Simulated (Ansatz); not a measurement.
# C2H8FGaS: small, medium and large basis sets

How large a basis does C2H8FGaS need? Two functionals are run in growing sets.

The runs use Ansatz 0.2.0, Gaussian basis; one geometry, several basis sets.

The runs, in order: PBE0-D4/def2-SVP; ωB97M-V/def2-SVP; PBE0-D4/def2-QZVPP; ωB97M-V/def2-QZVPP; the functionals' def2-TZVPP values are taken from earlier runs.

**1. Structure used throughout**

An earlier PBE0-D4 in a triple-zeta def2 set relaxation fixed the geometry.

SMILES `[CH3][Ga-]([CH3])([F])[SH2+]`, 13 atoms, charge 0, spin multiplicity 1.

Atoms are counted from 1 here; the program's logs count them from 0.

Bond lengths: C1–Ga2 1.965 Å, C1–H6 1.092 Å, C1–H7 1.092 Å, C1–H8 1.093 Å, Ga2–C3 1.963 Å, Ga2–F4 1.803 Å, Ga2–S5 2.685 Å, C3–H9 1.093 Å, C3–H10 1.092 Å, C3–H11 1.091 Å, S5–H12 1.346 Å, S5–H13 1.343 Å. Angles: Ga2–C1–H6 111.6°, Ga2–C1–H7 110.6°, Ga2–C1–H8 110.2°, H6–C1–H7 109.0°, H6–C1–H8 107.6°, H7–C1–H8 107.8°, C1–Ga2–C3 131.4°, C1–Ga2–F4 112.5°, C1–Ga2–S5 100.9°, C3–Ga2–F4 112.3°, C3–Ga2–S5 100.1°, F4–Ga2–S5 85.8°, Ga2–C3–H9 110.0°, Ga2–C3–H10 111.6°, Ga2–C3–H11 110.6°, H9–C3–H10 107.9°, H9–C3–H11 107.8°, H10–C3–H11 108.8° and more.

Coordinates:

```mol
C2H8FGaS
  3D, bonds by distance, orders not assigned

 13 12  0  0  0  0  0  0  0  0999 V2000
   -1.3933   -1.1935    0.5620 C   0  0
   -0.0943   -0.1028   -0.4300 Ga  0  0
    1.7632   -0.4565   -0.9582 C   0  0
   -0.8873    1.1206   -1.4902 F   0  0
    0.2846    1.9227    1.2918 S   0  0
   -0.9871   -1.5318    1.5178 H   0  0
   -2.3083   -0.6274    0.7461 H   0  0
   -1.6607   -2.0811   -0.0168 H   0  0
    1.7909   -1.2135   -1.7461 H   0  0
    2.3557   -0.8255   -0.1185 H   0  0
    2.2309    0.4490   -1.3486 H   0  0
   -0.1078    2.6479    0.2278 H   0  0
   -0.9661    1.8571    1.7776 H   0  0
  1  2  8  0
  2  3  8  0
  2  4  8  0
  2  5  8  0
  1  6  8  0
  1  7  8  0
  1  8  8  0
  3  9  8  0
  3 10  8  0
  3 11  8  0
  5 12  8  0
  5 13  8  0
M  END
```

**2. PBE0-D4 in def2-SVP**

in.yaml

```yaml
crystal:
  periodic: [false, false, false]
  atoms:
    - {symbol: C, position_ang: [-1.393342, -1.193465, 0.562046]}
    - {symbol: Ga, position_ang: [-0.094276, -0.102804, -0.429971]}
    - {symbol: C, position_ang: [1.763178, -0.456516, -0.958212]}
    - {symbol: F, position_ang: [-0.887337, 1.120551, -1.490247]}
    - {symbol: S, position_ang: [0.284593, 1.922664, 1.291766]}
    - {symbol: H, position_ang: [-0.987128, -1.531836, 1.517843]}
    - {symbol: H, position_ang: [-2.308314, -0.627393, 0.746106]}
    - {symbol: H, position_ang: [-1.660664, -2.081102, -0.016812]}
    - {symbol: H, position_ang: [1.790884, -1.213467, -1.746120]}
    - {symbol: H, position_ang: [2.355695, -0.825509, -0.118501]}
    - {symbol: H, position_ang: [2.230850, 0.448980, -1.348609]}
    - {symbol: H, position_ang: [-0.107776, 2.647950, 0.227842]}
    - {symbol: H, position_ang: [-0.966064, 1.857148, 1.777570]}
basis:
  gaussian: {orbitals: def2-SVP}
hamiltonian: {xc: pbe0, dispersion: d4}
output: {orbitals: {seedname: orbitals}}
```

Started as:

```console
$ ansatz run in.yaml --threads 4 --pin off --events-out ev --progress --plain --max-ram 11315MiB
```

Further steps of the session: ωB97M-V in def2-SVP; PBE0-D4 in def2-QZVPP; ωB97M-V in def2-QZVPP.

Q: Predict the results of all the runs planned. Wanted: PBE0-D4: double and triple zeta above quadruple; ωB97M-V: double and triple zeta above quadruple.

As calculated:

| quantity | value |
| --- | --- |
| PBE0-D4: double and triple zeta above quadruple | 18.13, 1.80 eV |
| ωB97M-V: double and triple zeta above quadruple | 18.27, 1.74 eV |

**Reading.** PBE0-D4 gains 16.33 eV from double to triple zeta, then 1.80 eV more. Total energies overstate the basis error of differences, where much of it tends to cancel. The LUMO of ωB97M-V is positive and keeps falling with the basis (2.17 to 1.05 eV): an unbound level that the basis holds in place.
